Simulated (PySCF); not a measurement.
**S(2+): dipole response in def2-QZVPPD**

How polarisable is S(2+) at the levels listed below?

The numbers are computed with PySCF 2.14.0 (unrestricted determinants in a Gaussian basis, no spin-orbit coupling in the energies), except any that are marked as measured or tabulated.

**1. The atom as given**

```
Element     : sulfur (Z = 16)
Basis       : def2-QZVPPD
Hamiltonian : the non-relativistic Hamiltonian (point nucleus)
State 1     : S(2+): [Ne] 3s2 3p2, high-spin 3P determinant
Methods     : UHF, PBE, PBE0, CAM-B3LYP, BLYP
```

Outer shells as boxes (Hund's rule):

S2+ [Ne] 3s2 3p2
```
[Ne] core
3s [↑↓]
3p [↑ ][↑ ][  ]
```

The runs were made by one driver on top of PySCF. The scripts below sum up each run's settings (the driver also hands on starting orbitals that pick excited configurations, and frozen orbitals as a list rather than a count), and the logs come from the driver's own runs. The driver starts from symmetry-adapted Hartree-Fock orbitals, holds the occupation by maximum overlap and uses a logarithmic radial grid for functionals, so a plain start would take other cycles.

The integrals over 79 functions and the set-up took 0.99 s of CPU time.

**2. S(2+): the ladder of methods**

UHF:

File input.py:

```python
from pyscf import gto, scf, dft, mp, cc
import basis_set_exchange as bse
mol = gto.M(atom="S 0 0 0", charge=2, spin=2, symmetry="D2h",
            basis=gto.basis.parse(bse.get_basis("def2-QZVPPD", elements=["S"], fmt="nwchem")))
mf = scf.UHF(mol)
mf.irrep_nelec = {'Ag': (3, 3), 'B1u': (2, 1), 'B2u': (2, 1), 'B3u': (1, 1)}
mf.kernel()
```

Output:

```text
damping factor = 0
level_shift factor = 0
DIIS = <class 'pyscf.scf.diis.CDIIS'>
diis_start_cycle = 1
diis_space = 10
diis_damp = 0
SCF conv_tol = 1e-09
SCF conv_tol_grad = None
number electrons alpha = 8  beta = 6
cycle= 1 E= -396.337733966866  delta_E= -0.00481  |g|= 0.0289  |ddm|= 0.0444
cycle= 2 E= -396.33842261199  delta_E= -0.000689  |g|= 0.0115  |ddm|= 0.0164
cycle= 3 E= -396.338550748719  delta_E= -0.000128  |g|= 0.000519  |ddm|= 0.0105
cycle= 4 E= -396.338550918928  delta_E= -1.7e-07  |g|= 5.55e-05  |ddm|= 0.000454
cycle= 5 E= -396.338550920802  delta_E= -1.87e-09  |g|= 1.11e-05  |ddm|= 6.54e-05
cycle= 6 E= -396.338550920879  delta_E= -7.66e-11  |g|= 2.06e-06  |ddm|= 1.74e-05
converged SCF energy = -396.338550920879  <S^2> = 2.0116724  2S+1 = 3.0077716
```

CPU time 16 s on a shared host, the integrals not counted.

Orbital energies by shell (radii are means over both spins):

```
shell  electrons  mean orbital energy (eV)  spread (eV)  rms radius (bohr)
 1s α          1                   -2530.3            0              0.113
 1s β          1                   -2529.6            0              0.113
 2s α          1                   -271.09            0              0.517
 2s β          1                   -270.43            0              0.517
 2p α          3                   -208.08        0.609              0.491
 2p β          3                   -206.87        0.737              0.491
 3s α          1                   -48.502            0               1.71
 3s β          1                   -41.866            0               1.71
 3p α          2                   -34.731            0               1.90
```

⟨S²⟩ = 2.012, ⟨L²⟩ = 2.03.

The driver then solved the coupled dipole response at imaginary frequencies: mean α = 7.505 bohr³ (xx, yy, zz: 7.764, 7.376, 7.376), C₆ = 27.36 au for a like pair.

PBE:

input.py, as changed from the run before:

```diff
@@ -4,3 +4,3 @@
             basis=gto.basis.parse(bse.get_basis("def2-QZVPPD", elements=["S"], fmt="nwchem")))
-mf = scf.UHF(mol)
+mf = dft.UKS(mol, xc="PBE")
 mf.irrep_nelec = {'Ag': (3, 3), 'B1u': (2, 1), 'B2u': (2, 1), 'B3u': (1, 1)}
```

Output:

```text
damping factor = 0
level_shift factor = 0
DIIS = <class 'pyscf.scf.diis.CDIIS'>
diis_start_cycle = 1
diis_space = 10
diis_damp = 0
SCF conv_tol = 1e-09
SCF conv_tol_grad = None
number electrons alpha = 8  beta = 6
XC functionals = PBE
    J. P. Perdew, K. Burke, and M. Ernzerhof.,  Phys. Rev. Lett. 77, 3865 (1996)
    J. P. Perdew, K. Burke, and M. Ernzerhof.,  Phys. Rev. Lett. 78, 1396 (1997)
    J. P. Perdew, K. Burke, and M. Ernzerhof.,  Phys. Rev. Lett. 77, 3865 (1996)
    J. P. Perdew, K. Burke, and M. Ernzerhof.,  Phys. Rev. Lett. 78, 1396 (1997)
cycle= 1 E= -396.711826911953  delta_E= -0.0105  |g|= 0.0177  |ddm|= 0.124
cycle= 2 E= -396.71189969543  delta_E= -7.28e-05  |g|= 0.00533  |ddm|= 0.0119
cycle= 3 E= -396.711902553896  delta_E= -2.86e-06  |g|= 0.000728  |ddm|= 0.0018
cycle= 4 E= -396.711902783413  delta_E= -2.3e-07  |g|= 0.000111  |ddm|= 0.000529
cycle= 5 E= -396.711902787649  delta_E= -4.24e-09  |g|= 2.25e-05  |ddm|= 0.000118
cycle= 6 E= -396.711902787739  delta_E= -8.99e-11  |g|= 3.92e-07  |ddm|= 1.48e-05
converged SCF energy = -396.711902787739  <S^2> = 2.0031489  2S+1 = 3.0020985
```

CPU time 8.7 s on a shared host, the integrals not counted.

The driver then solved the coupled dipole response at imaginary frequencies: mean α = 7.312 bohr³ (xx, yy, zz: 7.489, 7.224, 7.224), C₆ = 26.49 au for a like pair.

PBE0:

input.py, as changed from the run before:

```diff
@@ -4,3 +4,3 @@
             basis=gto.basis.parse(bse.get_basis("def2-QZVPPD", elements=["S"], fmt="nwchem")))
-mf = dft.UKS(mol, xc="PBE")
+mf = dft.UKS(mol, xc="PBE0")
 mf.irrep_nelec = {'Ag': (3, 3), 'B1u': (2, 1), 'B2u': (2, 1), 'B3u': (1, 1)}
```

Output:

```text
damping factor = 0
level_shift factor = 0
DIIS = <class 'pyscf.scf.diis.CDIIS'>
diis_start_cycle = 1
diis_space = 10
diis_damp = 0
SCF conv_tol = 1e-09
SCF conv_tol_grad = None
number electrons alpha = 8  beta = 6
XC functionals = PBE0
    C. Adamo and V. Barone.,  J. Chem. Phys. 110, 6158 (1999)
    M. Ernzerhof and G. E. Scuseria.,  J. Chem. Phys. 110, 5029 (1999)
cycle= 1 E= -396.744178579789  delta_E= -0.00683  |g|= 0.0154  |ddm|= 0.0988
cycle= 2 E= -396.744300550787  delta_E= -0.000122  |g|= 0.00354  |ddm|= 0.0093
cycle= 3 E= -396.744308069451  delta_E= -7.52e-06  |g|= 0.000989  |ddm|= 0.0023
cycle= 4 E= -396.744308494611  delta_E= -4.25e-07  |g|= 9.72e-05  |ddm|= 0.000628
cycle= 5 E= -396.74430849736  delta_E= -2.75e-09  |g|= 7.19e-06  |ddm|= 6.54e-05
cycle= 6 E= -396.744308497367  delta_E= -7.11e-12  |g|= 3.84e-07  |ddm|= 3.89e-06
converged SCF energy = -396.744308497367  <S^2> = 2.0045355  2S+1 = 3.0030222
```

It used 18 s of CPU time after the integrals (shared host).

The driver then solved the coupled dipole response at imaginary frequencies: mean α = 7.324 bohr³ (xx, yy, zz: 7.531, 7.220, 7.220), C₆ = 26.54 au for a like pair.

CAM-B3LYP:

input.py, as changed from the run before:

```diff
@@ -4,3 +4,3 @@
             basis=gto.basis.parse(bse.get_basis("def2-QZVPPD", elements=["S"], fmt="nwchem")))
-mf = dft.UKS(mol, xc="PBE0")
+mf = dft.UKS(mol, xc="CAMB3LYP")
 mf.irrep_nelec = {'Ag': (3, 3), 'B1u': (2, 1), 'B2u': (2, 1), 'B3u': (1, 1)}
```

Output:

```text
damping factor = 0
level_shift factor = 0
DIIS = <class 'pyscf.scf.diis.CDIIS'>
diis_start_cycle = 1
diis_space = 10
diis_damp = 0
SCF conv_tol = 1e-09
SCF conv_tol_grad = None
number electrons alpha = 8  beta = 6
XC functionals = CAMB3LYP
    T. Yanai, D. P. Tew, and N. C. Handy.,  Chem. Phys. Lett. 393, 51 (2004)
cycle= 1 E= -396.898237336525  delta_E= -0.00926  |g|= 0.0148  |ddm|= 0.103
cycle= 2 E= -396.898356613442  delta_E= -0.000119  |g|= 0.00317  |ddm|= 0.00948
cycle= 3 E= -396.898365876589  delta_E= -9.26e-06  |g|= 0.000488  |ddm|= 0.0026
cycle= 4 E= -396.898366099619  delta_E= -2.23e-07  |g|= 3.29e-05  |ddm|= 0.000451
cycle= 5 E= -396.898366099755  delta_E= -1.35e-10  |g|= 5.68e-06  |ddm|= 2.07e-05
converged SCF energy = -396.898366099755  <S^2> = 2.0035155  2S+1 = 3.0023427
```

CPU time 28 s on a shared host, the integrals not counted.

The driver then solved the coupled dipole response at imaginary frequencies: mean α = 7.289 bohr³ (xx, yy, zz: 7.473, 7.197, 7.197), C₆ = 26.35 au for a like pair.

BLYP:

input.py, as changed from the run before:

```diff
@@ -4,3 +4,3 @@
             basis=gto.basis.parse(bse.get_basis("def2-QZVPPD", elements=["S"], fmt="nwchem")))
-mf = dft.UKS(mol, xc="CAMB3LYP")
+mf = dft.UKS(mol, xc="BLYP")
 mf.irrep_nelec = {'Ag': (3, 3), 'B1u': (2, 1), 'B2u': (2, 1), 'B3u': (1, 1)}
```

Output:

```text
damping factor = 0
level_shift factor = 0
DIIS = <class 'pyscf.scf.diis.CDIIS'>
diis_start_cycle = 1
diis_space = 10
diis_damp = 0
SCF conv_tol = 1e-09
SCF conv_tol_grad = None
number electrons alpha = 8  beta = 6
XC functionals = BLYP
    A. D. Becke.,  Phys. Rev. A 38, 3098 (1988)
    C. Lee, W. Yang, and R. G. Parr.,  Phys. Rev. B 37, 785 (1988)
    B. Miehlich, A. Savin, H. Stoll, and H. Preuss.,  Chem. Phys. Lett. 157, 200 (1989)
cycle= 1 E= -396.902304078461  delta_E= -0.0125  |g|= 0.0118  |ddm|= 0.128
cycle= 2 E= -396.902358492869  delta_E= -5.44e-05  |g|= 0.00186  |ddm|= 0.0153
cycle= 3 E= -396.902360245701  delta_E= -1.75e-06  |g|= 0.000502  |ddm|= 0.0026
cycle= 4 E= -396.902360334049  delta_E= -8.83e-08  |g|= 0.000219  |ddm|= 0.000581
cycle= 5 E= -396.902360339428  delta_E= -5.38e-09  |g|= 1.01e-05  |ddm|= 9.38e-05
cycle= 6 E= -396.902360339491  delta_E= -6.28e-11  |g|= 2.76e-07  |ddm|= 8.03e-06
converged SCF energy = -396.902360339491  <S^2> = 2.002592  2S+1 = 3.0017275
```

CPU time 8.5 s on a shared host, the integrals not counted.

The driver then solved the coupled dipole response at imaginary frequencies: mean α = 7.290 bohr³ (xx, yy, zz: 7.440, 7.215, 7.215), C₆ = 26.36 au for a like pair.

Radial density 4πr²ρ of S(2+) at UHF:

```
r (bohr)  density  spin density
 0.00191    0.115         0.000
 0.00321    0.313         0.000
 0.00540    0.825         0.000
 0.00909     2.08         0.000
  0.0153     4.82         0.000
  0.0257     9.79         0.001
  0.0433     15.9         0.006
  0.0728     18.2         0.031
   0.122     13.6         0.116
   0.206     13.0         0.267
   0.346     17.7         0.234
   0.582     9.53        -0.014
   0.980     2.74         0.677
    1.65     2.65         1.299
    2.77    0.519         0.314
    4.66  0.00708         0.005
```

**3. Polarisabilities and C₆**

S(2+), in atomic units:

```csv
method,mean α,C₆ (like pair),S(−4)
UHF,7.505,27.36,20.97
PBE,7.312,26.49,18.53
PBE0,7.324,26.54,18.73
CAM-B3LYP,7.289,26.35,18.37
BLYP,7.290,26.36,18.30
```

α(iu) at BLYP:

```csv
u (hartree),α(iu) (bohr³)
0,7.290
0.0500,7.245
0.100,7.112
0.200,6.633
0.300,5.973
0.500,4.564
0.750,3.162
1.00,2.239
1.50,1.258
2.00,0.8066
3.00,0.4268
5.00,0.1962
```

**4. What came out**

| quantity | value |
| --- | --- |
| α of S(2+) | 7.289 (CAM-B3LYP) to 7.505 (UHF) bohr³ |

In words: A single London oscillator with the computed α and C₆ of S(2+) at UHF would have ω = 4 C₆ / (3 α²) = 0.648 hartree. The basis is finite, and no extrapolation was made.
